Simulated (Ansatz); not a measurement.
# H₄O₃STi: from a rough start to a minimum

What shape does H₄O₃STi take? The plan is to relax it, check the end point by its vibrations and derive ideal-gas thermochemistry, and look at its orbitals and charge.

Method: RKS PBE0-D4/def2-TZVP; program: Ansatz 0.2.0, Gaussian basis.

The runs, in order: relaxation at PBE-D4/def2-SVP; relaxation at PBE0-D4/def2-TZVP; harmonic vibrations at the same level; a single point in def2-TZVPP for the fields.

## Step 1: The starting structure

SMILES `[OH][Ti]([OH])([OH])[SH]`, 9 atoms, charge 0, spin multiplicity 1.

Atoms are counted from 1 here; the program's logs count them from 0.

Bond lengths: O1–Ti2 1.919 Å, O1–H6 1.055 Å, Ti2–O3 1.936 Å, Ti2–O4 1.913 Å, Ti2–S5 2.385 Å, O3–H7 1.013 Å, O4–H8 0.984 Å, S5–H9 1.394 Å. Angles: Ti2–O1–H6 105.4°, O1–Ti2–O3 107.9°, O1–Ti2–O4 110.5°, O1–Ti2–S5 110.4°, O3–Ti2–O4 107.6°, O3–Ti2–S5 109.9°, O4–Ti2–S5 110.5°, Ti2–O3–H7 107.2°, Ti2–O4–H8 105.5°, Ti2–S5–H9 94.5°.

Coordinates:

```
O    -0.0706    1.2929   -1.6662
Ti    0.2452    0.0206   -0.2649
O     2.1222   -0.4529   -0.3050
O    -0.7606   -1.5768   -0.5722
S    -0.3073    0.9625    1.8553
H    -0.9955    1.7431   -1.4325
H     2.2990   -1.0445    0.4978
H    -0.7738   -2.0503    0.2906
H    -1.6702    1.0591    1.5800
```

The start is a force-field geometry with small random shifts, so a cheaper pass at PBE-D4/def2-SVP comes first.

## Step 2: Relaxation at PBE-D4/def2-SVP (cheap first pass)

Contents of in.yaml:

```yaml
crystal:
  periodic: [false, false, false]
  atoms:
    - {symbol: O, position_ang: [-0.070600, 1.292900, -1.666200]}
    - {symbol: Ti, position_ang: [0.245200, 0.020600, -0.264900]}
    - {symbol: O, position_ang: [2.122200, -0.452900, -0.305000]}
    - {symbol: O, position_ang: [-0.760600, -1.576800, -0.572200]}
    - {symbol: S, position_ang: [-0.307300, 0.962500, 1.855300]}
    - {symbol: H, position_ang: [-0.995500, 1.743100, -1.432500]}
    - {symbol: H, position_ang: [2.299000, -1.044500, 0.497800]}
    - {symbol: H, position_ang: [-0.773800, -2.050300, 0.290600]}
    - {symbol: H, position_ang: [-1.670200, 1.059100, 1.580000]}
basis:
  gaussian: {orbitals: def2-SVP}
hamiltonian: {xc: pbe, dispersion: d4}
relax: {f_tol: 0.03, max_steps: 200}
```

Run with:

```console
$ ansatz run in.yaml --threads 4 --pin off --events-out ev --progress --plain --max-ram 10444MiB
```

Standard output (excerpt; [...] marks lines left out):

```text
Functional definition: PBE
  name "PBE"
  cite "Perdew, Burke & Ernzerhof, Phys. Rev. Lett. 77, 3865 (1996) doi:10.1103/PhysRevLett.77.3865"
  parent pbe
[...]
1246 factors; their error is unknown
[...]
mean field -40133.69466889 eV, -1474.8860754865 hartree, gradient 9.6e-6 eV, S^2 0.000000; 0 other end points of the search recorded, 0 dependent functions left out
[...]
reference -40133.69477325 eV, -1474.8860793214 hartree; 33, 33 occupied and 78, 78 virtual orbitals, 1246 factors
relax step   1: F+E_penalty+E_count = -40133.89514787 eV  Δ(F+E_penalty+E_count) = +0.000e0 eV  max|allowed force component| = 2.492e0 eV/Å  Δτ_max = 0.0000 Å  (58 SCF iters, accepted)
[...]
relax step   6: F+E_penalty+E_count = -40134.79515430 eV  Δ(F+E_penalty+E_count) = -4.417e-2 eV  max|allowed force component| = 1.258e-1 eV/Å  Δτ_max = 0.2000 Å  (36 SCF iters, accepted)
[...]
relax step  11: F+E_penalty+E_count = -40134.80273204 eV  Δ(F+E_penalty+E_count) = -2.713e-3 eV  max|allowed force component| = 8.806e-2 eV/Å  Δτ_max = 0.0528 Å  (32 SCF iters, accepted)
[...]
relax step  16: F+E_penalty+E_count = -40134.81403925 eV  Δ(F+E_penalty+E_count) = -2.795e-3 eV  max|allowed force component| = 2.542e-1 eV/Å  Δτ_max = 0.0587 Å  (32 SCF iters, accepted)
[...]
relax step  22: F+E_penalty+E_count = -40134.82237717 eV  Δ(F+E_penalty+E_count) = +2.238e-3 eV  max|allowed force component| = 2.405e-1 eV/Å  Δτ_max = 0.0261 Å  (32 SCF iters, rejected (line search))
[...]
relax step  23: F+E_penalty+E_count = -40134.82527404 eV  Δ(F+E_penalty+E_count) = -6.590e-4 eV  max|allowed force component| = 1.522e-2 eV/Å  Δτ_max = 0.0123 Å  (32 SCF iters, accepted)
1246 factors; their error is unknown
[...]
mean field -40134.61097252 eV, -1474.9197490236 hartree, gradient 9.1e-6 eV, S^2 0.000000; 1 other end points of the search recorded, 0 dependent functions left out
[...]
reference -40134.61107496 eV, -1474.9197527882 hartree; 33, 33 occupied and 78, 78 virtual orbitals, 1246 factors
Total energy: -40134.82537647 eV, -1474.9276282237 hartree
Atom 0 at    -0.200417     1.335181    -1.247235 Å, force     0.001876    -0.003052    -0.001556 eV/Å
Atom 1 at     0.252719     0.051988    -0.071387 Å, force     0.001911     0.000404    -0.015220 eV/Å
Atom 2 at     2.031488    -0.196452    -0.044399 Å, force    -0.000422    -0.002772     0.011054 eV/Å
Atom 3 at    -0.589621    -1.479103    -0.459859 Å, force     0.004646     0.002778     0.001429 eV/Å
Atom 4 at    -0.394795     0.691238     2.069591 Å, force     0.000827    -0.000544     0.010818 eV/Å
Atom 5 at    -0.882900     1.281494    -1.939225 Å, force    -0.004527     0.001625     0.000749 eV/Å
Atom 6 at     2.495128    -1.049007     0.036164 Å, force    -0.002089     0.004262    -0.003690 eV/Å
Atom 7 at    -1.159697    -2.047917     0.085013 Å, force    -0.004863    -0.001536     0.001082 eV/Å
Atom 8 at    -1.463505     1.366278     1.554237 Å, force     0.002642    -0.001164    -0.004666 eV/Å
Dipole moment:    -0.335462    -0.484236    -0.307332 e Å
```

Wall time 40 s (4 threads of Arm Neoverse V1, shared host).

Along the way: (the energy doesn't fall at every step)

```tsv
step	energy from step 1 (eV)	largest force component (eV/Å)
1	0.0000	2.4919
2	-0.5887	1.8545
3	-0.7361	0.7545
4	-0.8295	0.6420
5	-0.8558	0.4499
6	-0.9000	0.1258
7	-0.9029	0.0651
8	-0.9041	0.1630
9	-0.9049	0.2432
10	-0.8343	1.8292
11	-0.9076	0.0881
12	-0.9049	0.5255
13	-0.9114	0.0446
14	-0.9141	0.2118
15	-0.9161	0.2978
16	-0.9189	0.2542
17	-0.9207	0.3011
18	-0.9181	0.2792
19	-0.9293	0.0547
20	-0.9294	0.1159
21	-0.9295	0.1105
22	-0.9272	0.2405
23	-0.9301	0.0152
```

Distances of close pairs at the start and the end, largest changes first:

```tsv
bond	before (Å)	after (Å)	change (Å)
Ti2–H8	2.374	2.536	+0.162
Ti2–O3	1.936	1.796	-0.140
Ti2–O4	1.913	1.790	-0.122
O1–Ti2	1.919	1.798	-0.120
Ti2–H6	2.423	2.508	+0.085
O1–H6	1.055	0.973	-0.081
Ti2–H7	2.436	2.500	+0.064
Ti2–S5	2.385	2.326	-0.059
```

## Step 3: Geometry optimisation, PBE0-D4/def2-TZVP

Contents of in.yaml:

```yaml
crystal:
  periodic: [false, false, false]
  atoms:
    - {symbol: O, position_ang: [-0.200417, 1.335181, -1.247235]}
    - {symbol: Ti, position_ang: [0.252719, 0.051988, -0.071387]}
    - {symbol: O, position_ang: [2.031488, -0.196452, -0.044399]}
    - {symbol: O, position_ang: [-0.589621, -1.479103, -0.459859]}
    - {symbol: S, position_ang: [-0.394795, 0.691238, 2.069591]}
    - {symbol: H, position_ang: [-0.882900, 1.281494, -1.939225]}
    - {symbol: H, position_ang: [2.495128, -1.049007, 0.036164]}
    - {symbol: H, position_ang: [-1.159697, -2.047917, 0.085013]}
    - {symbol: H, position_ang: [-1.463505, 1.366278, 1.554237]}
basis:
  gaussian: {orbitals: def2-TZVP}
hamiltonian: {xc: pbe0, dispersion: d4}
relax: {f_tol: 0.005, max_steps: 150}
```

The command is unchanged.

Standard output (excerpt; [...] marks lines left out):

```text
Functional definition: PBE0
  name "PBE0"
  cite "Adamo & Barone, J. Chem. Phys. 110, 6158 (1999) doi:10.1063/1.478522"
  cite "Perdew, Burke & Ernzerhof, Phys. Rev. Lett. 77, 3865 (1996) doi:10.1103/PhysRevLett.77.3865"
  parent pbe
[...]
1366 factors; their error is unknown
[...]
mean field -40149.78655741 eV, -1475.4774414819 hartree, gradient 6.0e-5 eV, S^2 0.000000; 0 other end points of the search recorded, 0 dependent functions left out
[...]
reference -40149.78659343 eV, -1475.4774428056 hartree; 33, 33 occupied and 166, 166 virtual orbitals, 1366 factors
relax step   1: F+E_penalty+E_count = -40149.97032910 eV  Δ(F+E_penalty+E_count) = +0.000e0 eV  max|allowed force component| = 6.629e-1 eV/Å  Δτ_max = 0.0000 Å  (31 SCF iters, accepted)
[...]
Total energy: -40149.99875794 eV, -1475.4852397075 hartree
Atom 0 at    -0.203133     1.308294    -1.266506 Å, force    -0.000378    -0.001534     0.001345 eV/Å
Atom 1 at     0.243366     0.048114    -0.072466 Å, force    -0.003659    -0.000238     0.000416 eV/Å
Atom 2 at     2.010755    -0.217242    -0.019445 Å, force     0.003809     0.001536    -0.000197 eV/Å
Atom 3 at    -0.620655    -1.470172    -0.435471 Å, force    -0.000191     0.001382    -0.000977 eV/Å
Atom 4 at    -0.357128     0.735583     2.051531 Å, force     0.001484    -0.000892    -0.002789 eV/Å
Atom 5 at    -0.860828     1.309663    -1.963298 Å, force     0.000370     0.000343    -0.000328 eV/Å
Atom 6 at     2.536010    -1.016881     0.033194 Å, force     0.000121    -0.001802     0.000473 eV/Å
Atom 7 at    -1.181373    -2.067095     0.060146 Å, force     0.000598    -0.000021     0.000678 eV/Å
Atom 8 at    -1.478614     1.323434     1.595215 Å, force    -0.002154     0.001226     0.001379 eV/Å
Dipole moment:    -0.313275    -0.480579    -0.279191 e Å
```

Run time: 54 s. Hardware: 4 threads of Arm Neoverse V1, shared host; peak memory 0.59 GiB.

Along the way:

```tsv
step	energy from step 1 (eV)	largest force component (eV/Å)
1	0.0000	0.6629
2	-0.0218	0.2039
3	-0.0246	0.0696
4	-0.0255	0.0620
5	-0.0273	0.0459
6	-0.0280	0.0319
7	-0.0280	0.0326
8	-0.0283	0.0145
9	-0.0284	0.0119
10	-0.0284	0.0163
11	-0.0284	0.0057
12	-0.0284	0.0038
```

Close pairs (by a distance rule), those that changed most:

```tsv
bond	before (Å)	after (Å)	change (Å)
S5–H9	1.365	1.346	-0.019
O3–H7	0.974	0.958	-0.016
O1–H6	0.973	0.958	-0.015
O4–H8	0.972	0.957	-0.015
Ti2–S5	2.326	2.312	-0.014
Ti2–O3	1.796	1.788	-0.008
O1–Ti2	1.798	1.793	-0.006
Ti2–O4	1.790	1.784	-0.006
```

Mulliken charges of the relaxed molecule (report file):

```tsv
atom	value (e)
O1	-0.69
Ti2	1.36
O3	-0.69
O4	-0.69
S5	-0.47
H6	0.34
H7	0.34
H8	0.34
H9	0.18
```

## Step 4: Harmonic vibrations

Contents of in.yaml:

```yaml
crystal:
  periodic: [false, false, false]
  atoms:
    - {symbol: O, position_ang: [-0.203133, 1.308294, -1.266506]}
    - {symbol: Ti, position_ang: [0.243366, 0.048114, -0.072466]}
    - {symbol: O, position_ang: [2.010755, -0.217242, -0.019445]}
    - {symbol: O, position_ang: [-0.620655, -1.470172, -0.435471]}
    - {symbol: S, position_ang: [-0.357128, 0.735583, 2.051531]}
    - {symbol: H, position_ang: [-0.860828, 1.309663, -1.963298]}
    - {symbol: H, position_ang: [2.536010, -1.016881, 0.033194]}
    - {symbol: H, position_ang: [-1.181373, -2.067095, 0.060146]}
    - {symbol: H, position_ang: [-1.478614, 1.323434, 1.595215]}
basis:
  gaussian: {orbitals: def2-TZVP}
hamiltonian: {xc: pbe0, dispersion: d4}
phonons: {temperatures: {t_min: 298.15, t_max: 900, t_step: 200}}
```

Same command.

Standard output (excerpt; [...] marks lines left out):

```text
Functional definition: PBE0
  name "PBE0"
  cite "Adamo & Barone, J. Chem. Phys. 110, 6158 (1999) doi:10.1063/1.478522"
  cite "Perdew, Burke & Ernzerhof, Phys. Rev. Lett. 77, 3865 (1996) doi:10.1103/PhysRevLett.77.3865"
  parent pbe
[...]
1366 factors; their error is unknown
[...]
mean field -40149.81392743 eV, -1475.4784473116 hartree, gradient 6.5e-5 eV, S^2 0.000000; 0 other end points of the search recorded, 0 dependent functions left out
[...]
reference -40149.81396325 eV, -1475.4784486280 hartree; 33, 33 occupied and 166, 166 virtual orbitals, 1366 factors
[...]
1366 factors; their error is unknown
mean field -40149.81384047 eV, -1475.4784441160 hartree, gradient 1.7e-6 eV, S^2 0.000000; 0 other end points of the search recorded, 0 dependent functions left out
[...]
reference -40149.81387630 eV, -1475.4784454326 hartree; 33, 33 occupied and 166, 166 virtual orbitals, 1366 factors
[...]
Atom 1 at     0.243366     0.048114    -0.072466 Å, force    -0.003732    -0.000178     0.000357 eV/Å
Atom 2 at     2.010755    -0.217242    -0.019445 Å, force     0.003828     0.001493    -0.000165 eV/Å
Atom 3 at    -0.620655    -1.470172    -0.435471 Å, force    -0.000220     0.001355    -0.000952 eV/Å
Atom 4 at    -0.357128     0.735583     2.051531 Å, force     0.001502    -0.000929    -0.002757 eV/Å
Atom 5 at    -0.860828     1.309663    -1.963298 Å, force     0.000384     0.000326    -0.000325 eV/Å
Atom 6 at     2.536010    -1.016881     0.033194 Å, force     0.000136    -0.001764     0.000469 eV/Å
Atom 7 at    -1.181373    -2.067095     0.060146 Å, force     0.000625     0.000013     0.000655 eV/Å
Atom 8 at    -1.478614     1.323434     1.595215 Å, force    -0.002151     0.001243     0.001386 eV/Å
Dipole moment:    -0.313273    -0.480579    -0.279192 e Å
Vibrations: 97.79 144.96 170.60 182.83 198.92 213.72 234.56 271.44 283.02 375.32 410.70 432.55 458.82 535.43 740.01 790.88 808.79 2697.93 3926.31 3929.32 3940.95 cm⁻¹, zero-point energy 1.292215 eV
```

Run time: 2.9 min. Hardware: 4 threads of Arm Neoverse V1, shared host; peak memory 0.6 GiB.

Motions are named by where the mode's potential energy lies. Wavenumbers, unscaled:

```tsv
mode	cm⁻¹	motion
1	98	torsion with bend
2	145	bend with torsion
3	171	torsion with bend
4	183	torsion with bend
5	199	torsion with bend
6	214	bend with torsion
7	235	torsion
8	271	torsion
9	283	torsion
10	375	bend
11	411	Ti–S stretch with bend
12	433	bend
13	459	bend
14	535	bend
15	740	Ti–O stretch
16	791	Ti–O stretch
17	809	Ti–O stretch
18	2698	S–H stretch
19	3926	O–H stretch
20	3929	O–H stretch
21	3941	O–H stretch
```

Ideal gas, rigid rotor and harmonic oscillator at 298.15 K and 1 bar, with symmetry number 1:

```tsv
term	value
zero-point energy	29.8 kcal/mol
H(298) − E	36.4 kcal/mol
entropy, translation	169.7 J/(mol K)
entropy, rotation	115.7 J/(mol K)
entropy, vibration	104.3 J/(mol K)
entropy, total	389.7 J/(mol K)
```

## Step 5: Orbitals, density and potential

Edit in.yaml of step 4 so:

```diff
@@ -13,4 +13,4 @@
 basis:
-  gaussian: {orbitals: def2-TZVP}
+  gaussian: {orbitals: def2-TZVPP}
 hamiltonian: {xc: pbe0, dispersion: d4}
-phonons: {temperatures: {t_min: 298.15, t_max: 900, t_step: 200}}
+output: {orbitals: {seedname: orbitals}}
```

Launched as before.

Standard output:

```text
Functional definition: PBE0
  name "PBE0"
  cite "Adamo & Barone, J. Chem. Phys. 110, 6158 (1999) doi:10.1063/1.478522"
  cite "Perdew, Burke & Ernzerhof, Phys. Rev. Lett. 77, 3865 (1996) doi:10.1103/PhysRevLett.77.3865"
  parent pbe
  parameter a = 0.25
  parameter kappa = 0.804
  parameter beta = 0.06672455060314922
  exchange = (1 - a)*pbe_x(kappa = kappa, mu = beta*pi^2/3) + a*exact_x
  correlation = pbe_c(beta = beta)
1516 factors; their error is unknown
mean field evaluation 1: about -40134.5406 eV, gradient 9.8e1 eV
mean field evaluation 2: about -39925.8855 eV, gradient 4.1e2 eV
mean field evaluation 4: about -40146.9878 eV, gradient 3.9e1 eV
mean field evaluation 8: about -40149.8958 eV, gradient 2.8e-1 eV
mean field evaluation 16: about -40150.0392 eV, gradient 6.4e-4 eV
mean field -40150.03922901 eV, -1475.4867269921 hartree, gradient 6.9e-5 eV, S^2 0.000000; 0 other end points of the search recorded, 0 dependent functions left out
reference -40150.03926637 eV, -1475.4867283652 hartree; 33, 33 occupied and 222, 222 virtual orbitals, 1516 factors
Total energy: -40150.22406061 eV, -1475.4935194280 hartree
```

Wall time 4.5 s (4 threads of Arm Neoverse V1, shared host); peak memory 0.75 GiB.

The fields below are evaluated on a grid from the run's orbitals.

Frontier orbitals at PBE0-D4/def2-TZVPP, with the share of their density that lies nearest to each atom:

```tsv
orbital	energy (eV)	lies on
HOMO-1	-8.42	S5 71 %; Ti2 17 %; H9 9 %
HOMO	-7.31	S5 77 %; H9 10 %
LUMO	-1.77	Ti2 74 %; S5 7 %
```

ELF in a plane through or near 4 of the atoms.

Values, 10 rows by 14 columns:
```
0.00 0.00 0.00 0.00 0.00 0.00 0.00 0.00 0.00 0.00 0.00 0.00 0.00 0.00
0.00 0.00 0.00 0.00 0.00 0.00 0.01 0.16 0.36 0.19 0.02 0.00 0.00 0.00
0.00 0.00 0.00 0.00 0.00 0.00 0.17 0.77 0.92 0.73 0.19 0.01 0.00 0.00
0.00 0.00 0.00 0.01 0.03 0.02 0.25 0.69 0.82 0.69 0.82 0.27 0.00 0.00
0.00 0.00 0.14 0.60 0.59 0.70 0.06 0.52 0.75 0.77 0.94 0.46 0.00 0.00
0.00 0.00 0.19 0.75 0.71 0.77 0.19 0.32 0.06 0.04 0.01 0.00 0.00 0.00
0.00 0.00 0.01 0.12 0.53 0.46 0.04 0.63 0.85 0.58 0.08 0.00 0.00 0.00
0.00 0.00 0.00 0.00 0.01 0.00 0.19 0.69 0.71 0.30 0.03 0.00 0.00 0.00
0.00 0.00 0.00 0.00 0.00 0.00 0.01 0.07 0.05 0.01 0.00 0.00 0.00 0.00
0.00 0.00 0.00 0.00 0.00 0.00 0.00 0.00 0.00 0.00 0.00 0.00 0.00 0.00
```
The map spans 10.4 Å across and 9.6 Å up, centred on the molecule. Atoms in the plane (x, y in Å): O3 (-1.7, -0.2), S5 (1.0, 1.7), H7 (-2.6, 0.1), H9 (2.2, 1.2).

log10 of the density (e/Å³) in the same plane.

Ten even steps from ' ' (-4.0) to '@' (1.7):
```
                                                        
                          ..............                
                      ....::----------::::..            
                    ....::--==========----::..          
                  ..::::--==++******++====--::..        
              ......::--==++****####**++==--::..        
          ..::::::------==****%%@@@@##**++==--::..      
        ::::--==========++****##%%####****++--::..      
      ..--==++++******++++++************++==--::..      
      ::--==**########**********++++++++==--::::        
      ::--==**####@@####******++++====----::....        
      ..--==++**######**++++++++++++==----::            
        ::::--==++++++++==++**####**++==--::            
        ....::----========++**####**++==--::            
            ....::::::--==++++****++==--::..            
                  ....::--==========--::::              
                      ....::::----::::..                
                          ............                  
                                                        
                                                        
```
The map spans 10.4 Å across and 9.6 Å up, centred on the molecule. Atoms in the plane (x, y in Å): O3 (-1.7, -0.2), S5 (1.0, 1.7), H7 (-2.6, 0.1), H9 (2.2, 1.2).

On the surface of density 0.002 e/bohr³ the electrostatic potential runs, from the 1st to the 99th percentile, from -1.21 V near O3 to 2.53 V near H8.

## Step 6: Outcome

```
                  quantity            value
               point group               C1
                     steps          23 + 12
shift from the start (rms)          0.421 Å
              total energy   -40149.9988 eV
           dispersion term         -185 meV
             dipole moment           3.06 D
lowest, highest wavenumber    98, 3941 cm⁻¹
         zero-point energy    29.8 kcal/mol
       entropy at 298.15 K  389.7 J/(mol K)
                HOMO, LUMO  -7.31, -1.77 eV
```

**Reading.** The relaxed geometry lies 0.42 Å (rms) from the start; the bond that changed most is Ti2–O3, from 1.936 to 1.788 Å. All wavenumbers are real, so the end point is a minimum. The stiffest mode, 3941 cm⁻¹, is an O–H stretch, and 5 modes under 200 cm⁻¹ make the vibrational entropy uncertain. Harmonic hybrid wavenumbers usually lie a few per cent above measured fundamentals. The largest Mulliken charge, +1.36 e, sits on Ti2. The HOMO lies mostly on S5 77 %; H9 10 % and the LUMO on Ti2 74 %; S5 7 %.
